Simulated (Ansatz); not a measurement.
**CH4FInS: a ladder of functionals and wavefunction methods**

Aim: compute CH4FInS with functionals from several rungs and with coupled cluster, and see how far each lands from CCSD(T) at the basis-set limit for the atomisation energy.

Program: Ansatz 0.2.0, Gaussian basis. Level of theory: functionals in def2-TZVPP, the program's frozen cores in correlated methods. These are calculated values, not measurements.

The runs, in order: LDA (SPW92), PBE-D4, revPBE-D4, BLYP-D4, r2SCAN-D4, B97M-V, PBE0-D4, B3LYP-D4, r2SCANh-D4, r2SCAN0-D4, HSE06-D4, BHLYP-D4, CAM-B3LYP-D4, LC-ωPBE, ωB97X-V, ωB97M-V, B2PLYP, PBE-QIDH; CCSD(T)/def2-SVP; CCSD(T)/def2-TZVPP; MP2/def2-QZVPP; extrapolation to the limit; RPA on PBE.

1 further run of the same task is left out (for a known fault of the program). Runs told in other sessions of the task aren't counted.

## (1) The relaxed structure

All runs share one geometry, relaxed beforehand with PBE0-D4 in a triple-zeta def2 set. In takes the def2 core potential; no spin-orbit term is included.

SMILES `[CH3][In]([F])[SH]`, 8 atoms, charge 0, spin multiplicity 1.

Atoms are counted from 1 here; the program's logs count them from 0.

Bond lengths: C1–In2 2.125 Å, C1–H5 1.090 Å, C1–H6 1.089 Å, C1–H7 1.089 Å, In2–F3 1.963 Å, In2–S4 2.368 Å, S4–H8 1.345 Å. Angles: In2–C1–H5 109.4°, In2–C1–H6 110.0°, In2–C1–H7 108.5°, H5–C1–H6 109.1°, H5–C1–H7 109.7°, H6–C1–H7 110.1°, C1–In2–F3 116.7°, C1–In2–S4 136.2°, F3–In2–S4 107.2°, In2–S4–H8 91.1°.

As a file:

| atom | x (Å) | y (Å) | z (Å) |
| --- | --- | --- | --- |
| C1 | -0.8680 | 1.1895 | 0.5864 |
| In2 | 0.3740 | -0.3532 | -0.1841 |
| F3 | 2.3015 | 0.0137 | -0.2422 |
| S4 | 0.0518 | -2.5334 | -1.0495 |
| H5 | -1.4606 | 1.6155 | -0.2232 |
| H6 | -1.5387 | 0.7838 | 1.3430 |
| H7 | -0.2336 | 1.9595 | 1.0224 |
| H8 | 1.3736 | -2.6754 | -1.2527 |

## (2) LDA

This LDA is Slater exchange with PW92 correlation.

Input file in.yaml:

```yaml
crystal:
  periodic: [false, false, false]
  atoms:
    - {symbol: C, position_ang: [-0.868032, 1.189478, 0.586363]}
    - {symbol: In, position_ang: [0.373986, -0.353211, -0.184112]}
    - {symbol: F, position_ang: [2.301527, 0.013654, -0.242236]}
    - {symbol: S, position_ang: [0.051769, -2.533422, -1.049472]}
    - {symbol: H, position_ang: [-1.460594, 1.615527, -0.223204]}
    - {symbol: H, position_ang: [-1.538676, 0.783827, 1.342988]}
    - {symbol: H, position_ang: [-0.233559, 1.959533, 1.022368]}
    - {symbol: H, position_ang: [1.373578, -2.675365, -1.252696]}
basis:
  gaussian: {orbitals: def2-TZVPP}
hamiltonian: {xc: lda}
output: {orbitals: {seedname: orbitals}}
```

On the command line:

```sh
> ansatz run in.yaml --threads 4 --pin off --events-out ev --progress --plain --max-ram 10444MiB
```

Further steps of the session: PBE-D4 (GGA); revPBE-D4 (GGA); BLYP-D4 (GGA); r2SCAN-D4 (meta-GGA); B97M-V (meta-GGA); PBE0-D4 (hybrid); B3LYP-D4 (hybrid); r2SCANh-D4 (hybrid); r2SCAN0-D4 (hybrid); HSE06-D4 (hybrid); BHLYP-D4 (hybrid); CAM-B3LYP-D4 (range-separated); LC-ωPBE (range-separated); ωB97X-V (range-separated); ωB97M-V (range-separated); B2PLYP (double hybrid); PBE-QIDH (double hybrid); CCSD(T) in def2-SVP; CCSD(T) in def2-TZVPP; MP2 in def2-QZVPP; RPA on PBE orbitals.

Before running them: what should the planned runs give, taken together? Wanted: atomisation energy, CCSD(T)/CBS; farthest beyond LDA; mean size of error, GGA; mean size of error, meta-GGA; mean size of error, hybrid; mean size of error, range-separated; mean size of error, double hybrid; gap, smallest and largest; T1 diagnostic.

The runs gave:

| quantity | value |
| --- | --- |
| atomisation energy, CCSD(T)/CBS | 2587.2 kJ/mol |
| functionals within 25.9 kJ/mol (1.0 %) | PBE-D4, r2SCAN-D4, B97M-V, CAM-B3LYP-D4, LC-ωPBE, ωB97X-V, ωB97M-V |
| farthest beyond LDA | BHLYP-D4 (-114.6 kJ/mol) |
| mean size of error, GGA | 39.5 kJ/mol |
| mean size of error, meta-GGA | 5.0 kJ/mol |
| mean size of error, hybrid | 49.8 kJ/mol |
| mean size of error, range-separated | 13.4 kJ/mol |
| mean size of error, double hybrid | 48.9 kJ/mol |
| gap, smallest and largest | 4.22 eV (BLYP-D4), 11.22 eV (LC-ωPBE) |
| T1 diagnostic | 0.0143 |
| triples share of the correlation energy | 3.5 % |

LDA overbinds by 355.6 kJ/mol (14 %). PBE-D4 is off by +17.9 kJ/mol. Double hybrids carry the basis error of their MP2 part in triple zeta, and no dispersion term here, so their miss is partly the set-up's. The rungs meta-GGA, range-separated miss on average by less than the doubt on the reference (25.9 kJ/mol), so they tie. Misses under about 25.9 kJ/mol are within the doubt on the reference itself, which lacks core-valence correlation, spin-orbit coupling and higher excitations, and its outer-core shells are covered unevenly. All levels share the lack of spin-orbit coupling, which lowers the free heavy atoms and so the true binding. Hartree-Fock recovers 71 % of the binding; the rest is correlation. CCSD(T) in def2-SVP is off by -185.8 kJ/mol, so the small basis spoils what the method gains. The gap grows from 4.2 to 11.2 eV across the functionals, mostly with the share of exact exchange. Correlated methods include outer-core shells of In, which these sets cover unevenly.
